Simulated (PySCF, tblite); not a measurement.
# C₅H₂FO₂ radical: geometry, infrared bands and EPR parameters

Wanted: the infrared bands and EPR parameters of C₅H₂FO₂ radical (`O=c1[c]c(F)occ1`), by calculation.

Computed with tblite 0.8.0 and PySCF 2.14.0, with density-fitted response routines of our own, on a single molecule in the gas phase. Atoms count from 0, in the outputs and in this text.

**1. The molecule as given**

10 atoms, charge 0, multiplicity 2; geometry from: force field or distance geometry start.

Bonds of the start (Å): O0–C1 1.24, C1–C2 1.40, C2–C3 1.38, C3–F4 1.36, C3–O5 1.30, O5–C6 1.31, C6–C7 1.37, C7–C1 1.39, C6–H8 1.06, C7–H9 1.09.

**2. Relaxing the molecule with GFN2-xTB**

Job settings and geometry (Å):

```
{"job": {"kind": "relax", "xc": "GFN2-xTB", "basis": "xTB"}, "charge": 0, "multiplicity": 2}
O     -1.342400    -2.139100     0.082800
C     -0.628500    -1.123200     0.034300
C      0.764200    -1.258400     0.064700
C      1.573200    -0.136000     0.009400
F      2.927300    -0.276900     0.042600
O      1.015200     1.038900    -0.042900
C     -0.275300     1.238500    -0.063700
C     -1.131700     0.176400    -0.014800
H     -0.674800     2.221300    -0.107000
H     -2.218200     0.263100    -0.027800
```

Run with:

```sh
> OMP_NUM_THREADS=1 python probes_run.py task.json out
```

One launch serves the whole session: the jobs run in the order shown.

Output:

```text
step      E/eV     max force
  0    -664.80092    4.928
  1    -665.20611    3.574
  2    -665.36522    1.626
  3    -665.41040    0.874
  4    -665.46255    0.762
  5    -665.48511    0.591
  6    -665.49943    0.254
  7    -665.50428    0.143
  8    -665.50551    0.068
  9    -665.50592    0.070
 10    -665.50624    0.056
 11    -665.50649    0.030
 12    -665.50656    0.018
 13    -665.50660    0.018
 14    -665.50663    0.015
 15    -665.50664    0.006
```

It took 0.07 s on 1 thread of Arm Neoverse V1, shared host.

The steps of the relaxation:

| step | energy from step 0 (eV) | largest force (eV/Å) |
| --- | --- | --- |
| 0 | 0.0000 | 4.9281 |
| 1 | -0.4052 | 3.5737 |
| 2 | -0.5643 | 1.6262 |
| 3 | -0.6095 | 0.8741 |
| 4 | -0.6616 | 0.7616 |
| 5 | -0.6842 | 0.5911 |
| 6 | -0.6985 | 0.2541 |
| 7 | -0.7034 | 0.1433 |
| 8 | -0.7046 | 0.0675 |
| 9 | -0.7050 | 0.0704 |
| 10 | -0.7053 | 0.0558 |
| 11 | -0.7056 | 0.0297 |
| 12 | -0.7056 | 0.0184 |
| 13 | -0.7057 | 0.0177 |
| 14 | -0.7057 | 0.0151 |
| 15 | -0.7057 | 0.0065 |

Close pairs (by a distance rule), those that changed most:

| bond | before (Å) | after (Å) | change (Å) |
| --- | --- | --- | --- |
| C1–C7 | 1.394 | 1.490 | +0.096 |
| C2–C3 | 1.385 | 1.325 | -0.060 |
| C3–O5 | 1.302 | 1.358 | +0.056 |
| O0–C1 | 1.243 | 1.205 | -0.038 |
| C3–F4 | 1.362 | 1.325 | -0.037 |
| C1–C2 | 1.400 | 1.434 | +0.034 |
| O5–C6 | 1.306 | 1.335 | +0.029 |
| C6–C7 | 1.365 | 1.339 | -0.027 |

The final coordinates are the input of the step that follows.

**3. Infrared spectrum with GFN2-xTB**

Job settings and geometry (Å):

```
{"job": {"kind": "ir", "xc": "GFN2-xTB", "basis": "xTB"}, "charge": 0, "multiplicity": 2}
O     -1.429320    -2.168918     0.080148
C     -0.647118    -1.253392     0.047612
C      0.786349    -1.256374     0.060783
C      1.537081    -0.165285     0.017964
F      2.861733    -0.157131     0.031934
O      1.058931     1.104249    -0.045749
C     -0.271749     1.206271    -0.059484
C     -1.108397     0.162139    -0.017647
H     -0.601061     2.235475    -0.108339
H     -2.177567     0.297620    -0.029750
```

Output:

```text
mode    cm-1     km/mol
  1     113.9      3.08
  2     190.0      0.92
  3     333.0      6.37
  4     416.7      0.04
  5     454.7      1.99
  6     482.8      0.19
  7     511.5      3.79
  8     569.3     23.43
  9     654.3     20.17
 10     748.9     10.81
 11     810.2     42.89
 12     862.5      1.04
 13     908.4     63.97
 14     938.7     15.52
 15    1054.5     59.70
 16    1132.8    159.88
 17    1162.6    111.28
 18    1201.7     18.79
 19    1281.7     10.41
 20    1593.8     11.69
 21    1654.9    486.83
 22    1745.2    412.42
 23    3067.4      1.22
 24    3112.0      0.13
```

Run time: 0.23 s. Hardware: 1 thread of Arm Neoverse V1, shared host.

The strongest bands and the atoms that carry them (share of the mass-weighted mode):

| cm⁻¹ | km/mol | atoms |
| --- | --- | --- |
| 569 | 23.4 | C3 70 % |
| 810 | 42.9 | H9 37 %, H8 29 %, C6 12 %, C1 12 % |
| 908 | 64.0 | O5 33 %, C2 32 %, C7 25 % |
| 1054 | 59.7 | H9 37 %, O5 21 %, C2 15 % |
| 1133 | 159.9 | C3 35 %, H9 20 %, C1 18 % |
| 1163 | 111.3 | C3 34 %, F4 20 %, C2 19 %, C1 13 % |
| 1655 | 486.8 | C3 43 %, C2 38 % |
| 1745 | 412.4 | C1 62 %, O0 36 % |

**4. EPR parameters: B3LYP/pcH-1**

The job, as its differences from that of step 3:

```diff
@@ -1,2 +1,2 @@
-{"job": {"kind": "ir", "xc": "GFN2-xTB", "basis": "xTB"}, "charge": 0, "multiplicity": 2}
+{"job": {"kind": "epr", "basis": "pcH-1"}, "charge": 0, "multiplicity": 2}
 O     -1.429320    -2.168918     0.080148
```

With the program's defaults for keys left out, this is: UKS B3LYP, pcH-1 on C F H O, non-relativistic, mean-field spin-orbit, GIAO.

Output:

```text
UKS, coarse grid
  cycle   1  E = -441.68467043  |g| = 7.68e-01
  cycle   2  E = -438.51343020  |g| = 2.25e+00
  cycle   3  E = -441.75067011  |g| = 5.82e-01
  cycle   4  E = -441.90369846  |g| = 1.49e-01
  cycle   5  E = -441.90432077  |g| = 1.47e-01
  cycle   6  E = -441.91363881  |g| = 3.32e-02
  cycle   7  E = -441.91411826  |g| = 9.33e-03
  cycle   8  E = -441.91415513  |g| = 2.65e-03
  cycle   9  E = -441.91416055  |g| = 1.33e-03
  cycle  10  E = -441.91416248  |g| = 5.53e-04
UKS, final grid
  cycle   1  E = -441.91418238  |g| = 7.82e-04
  cycle   2  E = -441.91418191  |g| = 1.51e-03
  cycle   3  E = -441.91418280  |g| = 2.08e-04
  cycle   4  E = -441.91418284  |g| = 1.43e-04
  cycle   5  E = -441.91418288  |g| = 9.14e-05
  cycle   6  E = -441.91418289  |g| = 2.05e-05
E = -441.91418289 Eh   <S^2> = 0.7567 (exact 0.7500)
g shifts (ppm)      1          2          3
  rmc          -169       -169       -169
  gc             42         14         20
  oz_so        -633        -37        600
  total        -761       -193        450
hyperfine (MHz)  atom isotope    a_iso     a_fc   dipolar eigenvalues
    0   17O      -1.62      -1.62     -6.69      1.97      4.72
    1   13C      -9.93      -9.93     -8.57     -4.42     12.99
    2   13C     358.53     358.53    -77.92    -61.83    139.75
    3   13C      -7.36      -7.36    -18.24     -0.45     18.69
    4   19F      66.54      66.54    -61.94    -19.90     81.85
    5   17O       0.23       0.23    -18.18      7.98     10.20
    6   13C       0.46       0.46     -2.72      0.57      2.15
    7   13C      49.56      49.56     -7.01     -6.54     13.55
    8    1H       8.65       8.65     -1.74     -0.73      2.47
    9    1H      24.09      24.09     -4.18     -1.68      5.86
```

It took 38 s on 1 thread of Arm Neoverse V1, shared host; peak memory 0.78 GiB.

Principal g values 2.00156, 2.00213, 2.00277; g(iso) = 2.00215, against 2.00232 for a free electron.

Hyperfine couplings, nucleus by nucleus at this fixed geometry (no averaging over rotations):

| nuclei | isotope | a(iso) (MHz) | a(iso) (G, at g = 2.0023) | largest dipolar term (MHz) |
| --- | --- | --- | --- | --- |
| C2 | 13C | 358.5 | 127.9 | 139.8 |
| F4 | 19F | 66.5 | 23.7 | 81.8 |
| C7 | 13C | 49.6 | 17.7 | 13.6 |
| H9 | 1H | 24.1 | 8.6 | 5.9 |
| C1 | 13C | -9.9 | -3.5 | 13.0 |
| H8 | 1H | 8.6 | 3.1 | 2.5 |
| C3 | 13C | -7.4 | -2.6 | 18.7 |
| O0 | 17O | -1.6 | -0.6 | -6.7 |
| C6 | 13C | 0.5 | 0.2 | -2.7 |
| O5 | 17O | 0.2 | 0.1 | -18.2 |

Mulliken spin populations:

| atom | value (e) |
| --- | --- |
| O0 | 0.02 |
| C1 | -0.02 |
| C2 | 0.96 |
| C3 | -0.06 |
| F4 | 0.01 |
| O5 | 0.03 |
| C6 | -0.01 |
| C7 | 0.06 |
| H8 | 0.00 |
| H9 | 0.01 |

In first order the couplings over 0.8 MHz of 19F, 1H give 8 distinct lines over 35.4 G.

The fields below are evaluated on a grid from the run's orbitals.

ELF in a plane through or near 10 of the atoms.

Ten even steps from '0' (0.00) to '9' (1.00):
```
0000000000000000000000000000
0000000000000000000000000000
0000000000000000000000000000
0000000000004999600000000000
0000000000006999910000000000
0000000012104999800000000000
0000000157733898300230000000
0000000179857385448997200000
0000010037348348479999500000
0000267525872144649997200000
0000488761242017864310000000
0000486572385663342110000000
0000278832657590577874100000
0000023201685774744885200000
0000000003799621686873100000
0000000003576200688730000000
0000000000232000355310000000
0000000000000000000000000000
0000000000000000000000000000
0000000000000000000000000000
```
The map spans 10.8 Å across and 9.8 Å up, centred on the molecule. Atoms in the plane (x, y in Å): O0 (1.8, -1.9), C1 (0.8, -1.1), C2 (-0.6, -1.4), C3 (-1.5, -0.4), F4 (-2.8, -0.6), O5 (-1.2, 0.9), C6 (0.1, 1.2), C7 (1.1, 0.3), H8 (0.2, 2.3), H9 (2.1, 0.6).

log10 of the density (e/Å³) in the same plane.

Ten even steps from '0' (-4.0) to '9' (2.2):
```
0000000000000000000000000000
0000000000000000000000000000
0000000000001121100000000000
0000000000123333321000000000
0000000012234555432100000000
0000000234445676533211000000
0000001345555666544332100000
0000022456776896655543210000
0001234457786667666654310000
0002455556665556876653310000
0013567767765556665543210000
0013567866676666765543210000
0013456665669667866654310000
0001344444566666679754310000
0000122334455555677754310000
0000000123344334455543200000
0000000012223223344432100000
0000000000111111122110000000
0000000000000000000000000000
0000000000000000000000000000
```
The map spans 10.8 Å across and 9.8 Å up, centred on the molecule. Atoms in the plane (x, y in Å): O0 (1.8, -1.9), C1 (0.8, -1.1), C2 (-0.6, -1.4), C3 (-1.5, -0.4), F4 (-2.8, -0.6), O5 (-1.2, 0.9), C6 (0.1, 1.2), C7 (1.1, 0.3), H8 (0.2, 2.3), H9 (2.1, 0.6).

On the surface of density 0.002 e/bohr³ the electrostatic potential runs, from the 1st to the 99th percentile, from -1.75 V near O0 to 1.82 V near H8.

The spin density lies nearest to C2 75 %; C3 7 % (both signs).

**5. Results**

| quantity | value |
| --- | --- |
| strongest single infrared mode (GFN2-xTB) | 1655 cm⁻¹, 487 km/mol |
| zero-point energy (GFN2-xTB) | 35.7 kcal/mol |
| g(iso) (B3LYP) | 2.00215 |
| ⟨S²⟩ | 0.757 (exact 0.75) |
| largest a(iso) | 13C on C2, 358.5 MHz |
| potential on the surface of density 0.002 e/bohr³, 1st and 99th percentile | -1.75 V and 1.82 V |

In words: The optimisation took 15 steps and gained 0.706 eV; among the close pairs (by a distance rule), C1–C7 changed most, from 1.394 to 1.490 Å. All 24 modes are real, so the xTB geometry is a minimum. The strongest single mode, at 1655 cm⁻¹, moves mainly C3 and C2. GFN2-xTB is a fitted tight-binding method: band positions and strengths are rough. Its intensities can rank the bands wrongly. Most of the unpaired spin sits on C2 (0.96 e). The isotropic g lies 0.2 ppt below the free-electron value. The conformer search found further structures of the same energy, which may be mirror or relabelled copies of this one.
